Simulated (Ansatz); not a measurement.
**CH7AlSSi2: up Jacob's ladder to CCSD(T)**

An exercise on one series of results from a longer session: the logs are not shown, and one member is left open.

Method: functionals in def2-TZVPP, the program's frozen cores in correlated methods; program: Ansatz 0.2.0, Gaussian basis.

Levels to be run: PBE-D4, r2SCAN-D4, PBE0-D4, B3LYP-D4, ωB97X-V, ωB97M-V, B2PLYP; CCSD(T)/def2-TZVPP; MP2/def2-QZVPP; extrapolation to the limit.

## Structure used throughout

All runs share one geometry, relaxed beforehand with PBE0-D4 in a triple-zeta def2 set.

12 atoms, charge 0, spin multiplicity 1.

Atoms are counted from 1 here; the program's logs count them from 0.

Bond lengths: S1–Al2 2.183 Å, S1–H6 1.345 Å, Al2–Si3 2.448 Å, Al2–Si5 2.451 Å, Si3–C4 1.909 Å, Si3–H7 1.491 Å, Si3–H8 1.494 Å, C4–Si5 1.907 Å, C4–H9 1.096 Å, C4–H10 1.093 Å, Si5–H11 1.491 Å, Si5–H12 1.494 Å. Angles: Al2–S1–H6 93.5°, S1–Al2–Si3 140.5°, S1–Al2–Si5 143.1°, Si3–Al2–Si5 76.2°, Al2–Si3–C4 86.0°, Al2–Si3–H7 127.0°, Al2–Si3–H8 111.3°, C4–Si3–H7 113.7°, C4–Si3–H8 109.3°, H7–Si3–H8 107.4°, Si3–C4–Si5 104.8°, Si3–C4–H9 107.8°, Si3–C4–H10 114.2°, Si5–C4–H9 107.8°, Si5–C4–H10 114.1°, H9–C4–H10 107.8°, Al2–Si5–C4 86.0°, Al2–Si5–H11 126.8° and more.

Set-up of the first run:

File in.yaml:

```yaml
crystal:
  periodic: [false, false, false]
  atoms:
    - {symbol: S, position_ang: [-2.340696, 1.500047, 2.427440]}
    - {symbol: Al, position_ang: [-0.960157, 0.494281, 1.068154]}
    - {symbol: Si, position_ang: [1.381128, -0.207610, 0.933945]}
    - {symbol: C, position_ang: [1.140011, -0.189051, -0.959361]}
    - {symbol: Si, position_ang: [-0.740942, -0.374989, -1.213316]}
    - {symbol: H, position_ang: [-3.357392, 1.470992, 1.547755]}
    - {symbol: H, position_ang: [2.574611, 0.559533, 1.392696]}
    - {symbol: H, position_ang: [1.552632, -1.617422, 1.397035]}
    - {symbol: H, position_ang: [1.430763, 0.803100, -1.324325]}
    - {symbol: H, position_ang: [1.738224, -0.931046, -1.493824]}
    - {symbol: H, position_ang: [-1.246090, 0.261654, -2.463907]}
    - {symbol: H, position_ang: [-1.095192, -1.824688, -1.278392]}
basis:
  gaussian: {orbitals: def2-TZVPP}
hamiltonian: {xc: pbe, dispersion: d4}
output: {forces: true, orbitals: {seedname: orbitals}}
```

Command:

```
ansatz run in.yaml --threads 4 --pin off --events-out ev --progress --plain --max-ram 10444MiB
```

Steps of the session up to this table: PBE-D4 (GGA); r2SCAN-D4 (meta-GGA); PBE0-D4 (hybrid); B3LYP-D4 (hybrid); ωB97X-V (range-separated); ωB97M-V (range-separated); B2PLYP (double hybrid); CCSD(T) in def2-TZVPP; MP2 in def2-QZVPP.

One of the session's tables, all rows but one given; the rest of the session is left out.

| method | atomisation energy (kJ/mol) |
| --- | --- |
| PBE-D4 | 3807.8 |
| r2SCAN-D4 | 3814.4 |
| PBE0-D4 | 3787.2 |
| B3LYP-D4 | 3768.8 |
| ωB97X-V | 3827.6 |
| ωB97M-V | 3799.8 |
| B2PLYP | 3719.6 |
| HF/def2-TZVPP | ? |
| MP2/def2-TZVPP | 3701.8 |
| CCSD/def2-TZVPP | 3638.7 |
| CCSD(T)/def2-TZVPP | 3692.3 |
| MP2/CBS | 3805.7 |
| CCSD(T)/CBS | 3796.2 |

**Question.** Estimate the row for HF/def2-TZVPP.

As computed: atomisation energy (kJ/mol): 2819.2. In the column «atomisation energy (kJ/mol)» it is the lowest.
